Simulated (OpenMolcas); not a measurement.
**Cr²⁺ among point charges: CASSCF levels and susceptibility**

Aim: the splitting of the states of Cr²⁺ in the field of 6 point charges, its lowest levels with spin-orbit coupling and its magnetic susceptibility.

Method: state-averaged CASSCF, spin-orbit coupling by RASSI with atomic mean-field integrals. Code: OpenMolcas 26.06.

1 further run of the same task is left out (it didn't finish).

### 1 Starting point

| Item | Value |
| --- | --- |
| Species | Cr²⁺ (chromium, Z = 24, 22 electrons) |
| Basis | ANO-RCC-VTZP [6s5p3d2f1g], 59 functions |
| Scalar Hamiltonian | DKH2, point nucleus |
| Inactive shells | 1s 2s 2p 3s 3p |
| Active space | 4 electrons in 5 orbitals (3d) |
| Some configurations of this space | 3d⁴ |
| Orbitals | optimised for each spin and parity, averaged over all roots |

The outer shells:

3d4
```
3d [↑ ][↑ ][↑ ][↑ ][  ]
```

The ion sits among 6 point charges of -2 e arranged as an octahedron (Oh), 1.92 Å from the ion. The active orbitals were held to one l.

Each step is its own input file, run in one work folder so that later steps find the files of earlier ones. Labels, J, g values, rates, χT and fits are worked out afterwards by a script from the matrices that RASSI stores. The input lists half of the charges; inversion (Group=XYZ) makes the rest.

### 2 One- and two-electron integrals

a.inp

```
&GATEWAY
Coord
1

Cr 0.0 0.0 0.0
Basis=ANO-RCC-VTZP
Group=XYZ
NoMove
AngMom=0.0 0.0 0.0
AMFI
XField
3 Angstrom 0
1.920000 0.000000 0.000000 -2.000000
0.000000 1.920000 0.000000 -2.000000
0.000000 0.000000 1.920000 -2.000000
&SEWARD
```

Run with:

```console
OMP_NUM_THREADS=1 MOLCAS_MEM=1689 MOLCAS_PROJECT=a pymolcas a.inp > a.log
```

### 3 Reference wave functions, quintets of even parity, 5 roots

a.inp

```
&RASSCF
FileOrb=start.orb
Symmetry=1
Spin=5
nActEl=4 0 0
Inactive=3 6
Ras2=5 0
CIRoot=5 5 1
SDav=5
CIMx=300
Iter=120 100
PrWF=0.3
OrbListing=Nothing
MaxOrb=0
SupSym
1
15 4 5 6 7 8 12 13 14 15 16 17 18 19 20 21
0
>>> COPY $Project.JobIph JOB001
```

start.orb holds the contracted functions of the basis, ordered by shell, or the orbitals of the step before.

### 4 CASSCF: triplets of even parity, 45 roots

a.inp

```
&RASSCF
FileOrb=start.orb
Symmetry=1
Spin=3
nActEl=4 0 0
Inactive=3 6
Ras2=5 0
CIRoot=45 45 1
SDav=45
CIMx=300
Iter=120 100
PrWF=0.3
OrbListing=Nothing
MaxOrb=0
SupSym
1
15 4 5 6 7 8 12 13 14 15 16 17 18 19 20 21
0
>>> COPY $Project.JobIph JOB002
```

### 5 CASSCF: singlets of even parity, 50 roots

a.inp

```
&RASSCF
FileOrb=start.orb
Symmetry=1
Spin=1
nActEl=4 0 0
Inactive=3 6
Ras2=5 0
CIRoot=50 50 1
SDav=50
CIMx=300
Iter=120 100
PrWF=0.3
OrbListing=Nothing
MaxOrb=0
SupSym
1
15 4 5 6 7 8 12 13 14 15 16 17 18 19 20 21
0
>>> COPY $Project.JobIph JOB003
```

### 6 RASSI: spin-orbit coupling between the states

a.inp

```
&RASSI
NrOfJobIphs=3 5 45 50
1 2 3 4 5
1 2 3 4 5 6 7 8 9 10 11 12 13 14 15 16 17 18 19 20 21 22 23 24 25 26 27
28 29 30 31 32 33 34 35 36 37 38 39 40 41 42 43 44 45
1 2 3 4 5 6 7 8 9 10 11 12 13 14 15 16 17 18 19 20 21 22 23 24 25 26 27
28 29 30 31 32 33 34 35 36 37 38 39 40 41 42 43 44 45 46 47 48 49 50
IphNames
JOB001
JOB002
JOB003
EJob
SpinOrbit
DIPRint=1.0
SOCoupling=1000.0
Subsets=2
Property=9
'ANGMOM' 1 'ANGMOM' 2 'ANGMOM' 3 'MLTPL  1' 1 'MLTPL  1' 2 'MLTPL  1' 3
'AMFI' 1 'AMFI' 2 'AMFI' 3
SOProperty=3
'ANGMOM' 1 'ANGMOM' 2 'ANGMOM' 3
```

Q: Predict the outcome of this session. Wanted: spin-free ground state; first state of the same spin within the active space; lowest level; next level.

The runs gave:

```
                                            quantity                           value
                                              method                          CASSCF
                              spin-free ground state  5E, 2-fold in its orbital part
first state of the same spin within the active space                5T2 at 7540 cm⁻¹
                                        lowest level                       1-fold A1
                                          next level                        5.8 cm⁻¹
                                         χT at 300 K                  2.95 cm³ K/mol
                           effective moment at 300 K                         4.86 μB
```

What this shows: The spin-free ground state (5E) comes to 100 % from free-ion D terms and keeps the highest spin of the shell. χT at 300 K is 2.95, against 3.01 cm³ K/mol for the spin alone; near agreement at one temperature doesn't show that the orbital moment is quenched. An active space of the d shell alone favours high spin; real ions in strong fields can be low spin. An orbital doublet at a regular site is open to a Jahn-Teller distortion, which this geometry leaves out. The field of point charges can differ much from that of real complexes. With metal d orbitals alone active, the gaps between spin states are rough; where two lie within a few thousand cm-1, their order is open. This is an electrostatic model: the charges have no orbitals.
